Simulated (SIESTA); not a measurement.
The system is NiMoIrPdW.

```
Ni Mo Pd Ir W
1.0
     2.76078    0.00000    0.00000
    -1.38039    2.39090    0.00000
     0.00000    0.00000   11.34051
Ni Mo Pd Ir W
1 1 1 1 1
Direct
  0.00000 0.00000 0.70917
  0.66667 0.33333 0.29425
  0.66667 0.33333 0.89901
  0.00000 0.00000 0.10604
  0.66667 0.33333 0.52921
```

The cell was built by a generator and needn't be a form met in nature.

Base run:

- Program: SIESTA 5.4.2
- Functional: PBE
- Potentials or basis: PseudoDojo 0.4 standard (PBE files)
- Basis: DZP (energy shift 0.003 Ry; two zetas on semicore shells)
- Grid cutoff: 800 Ry
- Energy shift: 0.003 Ry
- k mesh: 11 × 11 × 3
- Occupations: fermi-dirac, width 0.05 eV
- Spin: collinear spin, ferromagnetic start
- Starting moments: [1.0, 1.0, 0.0, 0.6, 0.0] μB

Its results: band gap on the k mesh none (metal or under the smearing width); pressure 2.2 GPa; net moment 0.00 μB per cell; largest force 0.642 eV/Å.

Q: The run is repeated on the same cell with these changes: functional from PBE to BLYP. What comes out?

A: Band gap on the k mesh none (metal or under the smearing width); pressure 12.7 GPa; net moment 0.00 μB per cell; largest force 0.908 eV/Å.

BLYP binds less tightly than PBE, so the same cell stands under more pressure.

Caveats: short orbitals over semicore shells can move pressures by several GPa; the valence orbitals were made in a potential fitted to the semicore shell under them, which widens gaps by tenths of an eV or more; the basis of atomic orbitals isn't converged, which shifts pressures, moduli and gaps; the potentials were made for another functional, which shifts forces and pressure (some runs).

Not every run made on this cell is shown here.
